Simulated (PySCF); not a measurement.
# [TaO2Br2]−: other functionals and bases at one geometry

One table from this session's results is given with a row withheld; the runs are named, their logs left out.

Program: PySCF 2.14.0. Level of theory: several levels, as the steps say, no spin–orbit coupling. These are calculated values, not measurements.

3 further runs of the same task are left out: 2 for a known fault of the program, 1 that didn't finish.

## Starting geometry

5 atoms, charge -1, spin multiplicity 1.

Bond lengths: Ta1–O2 1.768 Å, Ta1–O3 1.768 Å, Ta1–Br4 2.562 Å, Ta1–Br5 2.562 Å. Angles: O2–Ta1–O3 106.2°, O2–Ta1–Br4 109.2°, O2–Ta1–Br5 109.2°, O3–Ta1–Br4 109.2°, O3–Ta1–Br5 109.2°, Br4–Ta1–Br5 113.4°.

Coordinates:

```xyz
5
charge -1, multiplicity 1
Ta    0.0000    0.0000    0.4552
O     0.9994    0.9994    1.5173
O    -0.9994   -0.9994    1.5173
Br    1.5146   -1.5146   -0.9509
Br   -1.5146    1.5146   -0.9509
```

Formal oxidation states: Ta +5. An earlier session relaxed this geometry at PBE, Ta def2-SVP with ECP60, O def2-SVP, Br def2-SVP (singlet, point group C2v).

At PBE on the finer grid: E = -5354.511430 Eh, HOMO -1.71 eV, LUMO 2.24 eV, Mulliken charge on Ta1 +0.59 e, largest force component 0.021 eV/Å. 

Levels to run: TPSS; BP86; HF; PBE0; PBE, TZVP; PBE, x2c-SVP. Hardware: 2 threads of Arm Neoverse V1, shared host.

Set-up of the first run:

File run.py (the lines that set the calculation):

```python
mol = gto.M(atom='''
Ta     0.00000     0.00000     0.45520
O      0.99944     0.99944     1.51735
O     -0.99944    -0.99944     1.51735
Br     1.51459    -1.51459    -0.95091
Br    -1.51459     1.51459    -0.95091''',
    basis={'Ta': 'def2-SVP', 'O': 'def2-SVP', 'Br': 'def2-SVP'},
    ecp={'Ta': 'def2-SVP'},
    charge=-1, spin=0)
mf = dft.RKS(mol, xc='TPSS')
mf.grids.atom_grid = (75, 302)
mf = mf.density_fit()  # fitting sets: Ta def2-universal-JKFIT, O def2-universal-JKFIT, Br def2-universal-JKFIT
mf.conv_tol = 1e-08; mf.max_cycle = 55
mf.kernel(dm0)  # dm0: the density of the relaxed state
```

Run with:

```
$ OMP_NUM_THREADS=2 python run.py
```

Among the steps run: TPSS; BP86; HF; PBE0; PBE, TZVP; PBE, x2c-SVP.

One table of the session follows, with a row left open; its other results are not shown here.

| level | HOMO (eV) | gap (eV) | charge on Ta1 (e) | dipole (D) | largest force component (eV/Å) |
| --- | --- | --- | --- | --- | --- |
| PBE (relaxed here) | -1.71 | 3.95 | 0.59 | 2.92 | 0.02 |
| TPSS | -1.83 | 4.12 | 0.75 | 2.91 | 0.05 |
| BP86 | ? | ? | ? | ? | ? |
| HF | -7.21 | 13.22 | 1.37 | 3.96 | 3.49 |
| PBE0 | -3.34 | 6.24 | 0.81 | 3.14 | 1.21 |
| PBE, TZVP | -1.90 | 3.86 | 1.10 | 2.88 | 0.14 |
| PBE, x2c-SVP | -1.82 | 3.80 | 0.39 | 3.13 | 0.71 |

Q: Estimate the row for BP86 from the others.

**Answer.** HOMO (eV): -1.83; gap (eV): 3.94; charge on Ta1 (e): 0.60; dipole (D): 2.92; largest force component (eV/Å): 0.07.

The dipole of a charged species depends on the origin, so these sizes hold for this origin alone.

In one basis the HOMO–LUMO gap runs from 3.94 eV (BP86) to 13.22 eV (HF). The largest leftover force, 3.49 eV/Å with HF, stands at a geometry relaxed at another level. Total energies of different levels can't be compared.
